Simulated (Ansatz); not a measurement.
# CH5ClSeSn: a ladder of functionals and wavefunction methods

The task here is to estimate one member of a computed series from the others.

Method: functionals in def2-TZVPP, the program's frozen cores in correlated methods; program: Ansatz 0.2.0, Gaussian basis.

The runs, in order: LDA (SPW92), PBE-D4, revPBE-D4, BLYP-D4, r2SCAN-D4, B97M-V, PBE0-D4, B3LYP-D4, r2SCANh-D4, r2SCAN0-D4, HSE06-D4, BHLYP-D4, CAM-B3LYP-D4, LC-ωPBE, ωB97X-V, ωB97M-V, B2PLYP, PBE-QIDH; CCSD(T)/def2-SVP; CCSD(T)/def2-TZVPP; MP2/def2-QZVPP; extrapolation to the limit; RPA on PBE.

## Structure used throughout

The geometry comes from an earlier relaxation with PBE0-D4 in a triple-zeta def2 set; it is a stationary point, not always the lowest conformer. Sn takes the def2 core potential; no spin-orbit term is included.

SMILES `C[Se][SnH2][Cl]`, 9 atoms, charge 0, spin multiplicity 1.

Atoms are counted from 1 here; the program's logs count them from 0.

Bond lengths: C1–Se2 1.960 Å, C1–H5 1.089 Å, C1–H6 1.088 Å, C1–H7 1.088 Å, Se2–Sn3 2.501 Å, Sn3–Cl4 2.342 Å, Sn3–H8 1.704 Å, Sn3–H9 1.700 Å. Angles: Se2–C1–H5 105.9°, Se2–C1–H6 110.0°, Se2–C1–H7 110.7°, H5–C1–H6 109.6°, H5–C1–H7 109.6°, H6–C1–H7 110.9°, C1–Se2–Sn3 96.2°, Se2–Sn3–Cl4 107.3°, Se2–Sn3–H8 112.1°, Se2–Sn3–H9 110.5°, Cl4–Sn3–H8 103.8°, Cl4–Sn3–H9 107.5°, H8–Sn3–H9 115.1°.

The first run:

Input file in.yaml:

```yaml
crystal:
  periodic: [false, false, false]
  atoms:
    - {symbol: C, position_ang: [-0.973262, 0.663253, -1.206467]}
    - {symbol: Se, position_ang: [-0.683015, -1.224619, -0.765235]}
    - {symbol: Sn, position_ang: [0.790226, -0.815071, 1.213975]}
    - {symbol: Cl, position_ang: [2.633548, 0.420607, 0.465861]}
    - {symbol: H, position_ang: [-1.575936, 0.667658, -2.113138]}
    - {symbol: H, position_ang: [-0.020558, 1.152068, -1.398257]}
    - {symbol: H, position_ang: [-1.514091, 1.165746, -0.407289]}
    - {symbol: H, position_ang: [0.054182, 0.208954, 2.360148]}
    - {symbol: H, position_ang: [1.377404, -2.284796, 1.833401]}
basis:
  gaussian: {orbitals: def2-TZVPP}
hamiltonian: {xc: lda}
output: {orbitals: {seedname: orbitals}}
```

The run is started by

```sh
$ ansatz run in.yaml --threads 4 --pin off --events-out ev --progress --plain --max-ram 10444MiB
```

Steps of the session up to this table: LDA; PBE-D4 (GGA); revPBE-D4 (GGA); BLYP-D4 (GGA); r2SCAN-D4 (meta-GGA); B97M-V (meta-GGA); PBE0-D4 (hybrid); B3LYP-D4 (hybrid); r2SCANh-D4 (hybrid); r2SCAN0-D4 (hybrid); HSE06-D4 (hybrid); BHLYP-D4 (hybrid); CAM-B3LYP-D4 (range-separated); LC-ωPBE (range-separated); ωB97X-V (range-separated); ωB97M-V (range-separated); B2PLYP (double hybrid); PBE-QIDH (double hybrid).

One of the session's tables, all rows but one given; the rest of the session is left out.

It belongs to the step «Orbital energies across the functionals». 

| functional | HOMO (eV) | gap (eV) |
| --- | --- | --- |
| LDA (SPW92) | -5.87 | 3.59 |
| PBE-D4 | -5.75 | 3.71 |
| revPBE-D4 | -5.70 | 3.75 |
| BLYP-D4 | ? | ? |
| r2SCAN-D4 | -6.01 | 4.19 |
| B97M-V | -6.11 | 4.33 |
| PBE0-D4 | -6.88 | 5.70 |
| B3LYP-D4 | -6.65 | 5.19 |
| r2SCANh-D4 | -6.42 | 4.92 |
| r2SCAN0-D4 | -7.05 | 6.00 |
| HSE06-D4 | -6.49 | 4.94 |
| BHLYP-D4 | -7.87 | 7.58 |
| CAM-B3LYP-D4 | -8.15 | 7.92 |
| LC-ωPBE | -9.50 | 10.44 |
| ωB97X-V | -9.17 | 9.99 |
| ωB97M-V | -9.03 | 9.66 |

Q: Estimate the row for BLYP-D4 from the others.

Worked estimate for «HOMO (eV)». Against the share of exact exchange, B3LYP-D4 (0.2, -6.65), BHLYP-D4 (0.5, -7.87) give a slope of -4.07 per unit share; at 0 the line stands at -5.84.

**Answer.** HOMO (eV): -5.59; gap (eV): 3.61. In «HOMO (eV)» the line misses by -0.25.
